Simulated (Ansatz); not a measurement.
**AlF₃H₂Si: up Jacob's ladder to CCSD(T)**

One table from this session's results is given with a row withheld; the runs are named, their logs left out.

Program: Ansatz 0.2.0, Gaussian basis. Level of theory: functionals in def2-TZVPP, the program's frozen cores in correlated methods. These are calculated values, not measurements.

Levels to be run: LDA (SPW92), PBE-D4, revPBE-D4, BLYP-D4, r2SCAN-D4, B97M-V, PBE0-D4, B3LYP-D4, r2SCANh-D4, r2SCAN0-D4, HSE06-D4, BHLYP-D4, CAM-B3LYP-D4, LC-ωPBE, ωB97X-V, ωB97M-V, B2PLYP, PBE-QIDH; CCSD(T)/def2-SVP; CCSD(T)/def2-TZVPP; MP2/def2-QZVPP; extrapolation to the limit; RPA on PBE.

## The geometry

The geometry comes from an earlier relaxation with PBE0-D4 in a triple-zeta def2 set; it is a stationary point, not always the lowest conformer.

7 atoms, charge 0, spin multiplicity 1.

Atoms are counted from 1 here; the program's logs count them from 0.

Bond lengths: F1–Si2 1.588 Å, Si2–F3 1.589 Å, Si2–F4 1.589 Å, Si2–Al5 2.466 Å, Al5–H6 1.581 Å, Al5–H7 1.582 Å. Angles: F1–Si2–F3 106.0°, F1–Si2–F4 106.0°, F1–Si2–Al5 114.0°, F3–Si2–F4 106.3°, F3–Si2–Al5 112.0°, F4–Si2–Al5 112.1°, Si2–Al5–H6 119.7°, Si2–Al5–H7 118.1°, H6–Al5–H7 122.2°.

The first run:

File in.yaml:

```yaml
crystal:
  periodic: [false, false, false]
  atoms:
    - {symbol: F, position_ang: [0.581583, -0.848635, 1.954292]}
    - {symbol: Si, position_ang: [0.480824, -0.822443, 0.370206]}
    - {symbol: F, position_ang: [-0.248779, -2.172429, -0.043452]}
    - {symbol: F, position_ang: [1.972902, -0.939812, -0.164322]}
    - {symbol: Al, position_ang: [-0.671255, 1.163893, -0.528128]}
    - {symbol: H, position_ang: [-1.237482, 2.257781, 0.463441]}
    - {symbol: H, position_ang: [-0.816592, 1.293647, -2.097735]}
basis:
  gaussian: {orbitals: def2-TZVPP}
hamiltonian: {xc: lda}
output: {orbitals: {seedname: orbitals}}
```

The run is started by

```sh
$ ansatz run in.yaml --threads 2 --pin off --events-out ev --progress --plain --max-ram 4352MiB
```

Among the steps run: LDA; PBE-D4 (GGA); revPBE-D4 (GGA); BLYP-D4 (GGA); r2SCAN-D4 (meta-GGA); B97M-V (meta-GGA); B3LYP-D4 (hybrid); r2SCANh-D4 (hybrid); r2SCAN0-D4 (hybrid); HSE06-D4 (hybrid); BHLYP-D4 (hybrid); CAM-B3LYP-D4 (range-separated); LC-ωPBE (range-separated); ωB97X-V (range-separated); ωB97M-V (range-separated); B2PLYP (double hybrid); PBE-QIDH (double hybrid).

One of the session's tables, all rows but one given; the rest of the session is left out.

It belongs to the step «Orbital energies across the functionals». 

```
  functional  HOMO (eV)  LUMO (eV)  gap (eV)
 LDA (SPW92)      -7.42      -3.70      3.73
      PBE-D4      -7.30      -3.44      3.86
   revPBE-D4      -7.24      -3.32      3.92
     BLYP-D4      -7.19      -3.31      3.88
   r2SCAN-D4      -7.58      -3.18      4.40
      B97M-V      -7.62      -3.42      4.19
     PBE0-D4      -8.55      -2.68      5.87
    B3LYP-D4      -8.36      -2.88      5.48
  r2SCANh-D4      -8.04      -2.92      5.12
  r2SCAN0-D4          ?          ?         ?
    HSE06-D4      -8.15      -3.05      5.10
    BHLYP-D4      -9.73      -1.91      7.83
CAM-B3LYP-D4      -9.91      -1.73      8.18
     LC-ωPBE     -11.19      -0.60     10.59
     ωB97X-V     -10.86      -0.72     10.14
     ωB97M-V     -10.61      -1.01      9.59
```

Estimate the missing values for r2SCAN0-D4.

Worked estimate for «HOMO (eV)». Against the share of exact exchange, r2SCAN-D4 (0, -7.58), r2SCANh-D4 (0.1, -8.04) give a slope of -4.60 per unit share; at 0.25 the line stands at -8.73.

As computed: HOMO (eV): -8.73; LUMO (eV): -2.54; gap (eV): 6.20. In «HOMO (eV)» the line misses by 0.00.
